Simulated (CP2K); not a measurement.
WAu in CP2K: the effect of functional

Crystal: WAu.

```xyz
2
Lattice="4.1142 0.0000 0.0000 2.0571 3.5630 0.0000 2.0571 1.1877 3.3593" Properties=species:S:1:pos:R:3 pbc="T T T"
W     0.0000    0.0000    0.0000
Au    6.1714    3.5630    2.5194
```

The cell was built by a generator and needn't be a form met in nature.

Alike in all runs:

| Quantity | Value |
| --- | --- |
| Program | CP2K 2026.2 |
| Task | single point |
| Potentials or basis | POTENTIAL_UZH W GTH-PBE-q14, Au GTH-PBE-q11; TZVP-MOLOPT-PBE-GTH basis |
| Density cutoff | 9524 eV |
| k mesh | 8 × 8 × 8 |
| Occupations | fermi-dirac, width 0.05 eV |
| Spin | no spin polarisation |

```tsv
functional	pressure (GPa)
LDA	?
PBEsol	-2.5
WC	-1.9
vdW-DF-cx	-1.5
PW91	1.7
HLE17	-7.9
```

Task: What does the run with functional LDA give?

Result: Pressure -4.1 GPa.

Caveats: the potentials were made for another functional, which shifts forces and pressure; the basis of atomic orbitals isn't converged, which shifts pressures, moduli and gaps; the potentials were made for a functional far from this one (some runs).

Runs at the PBE level aren't shown here.
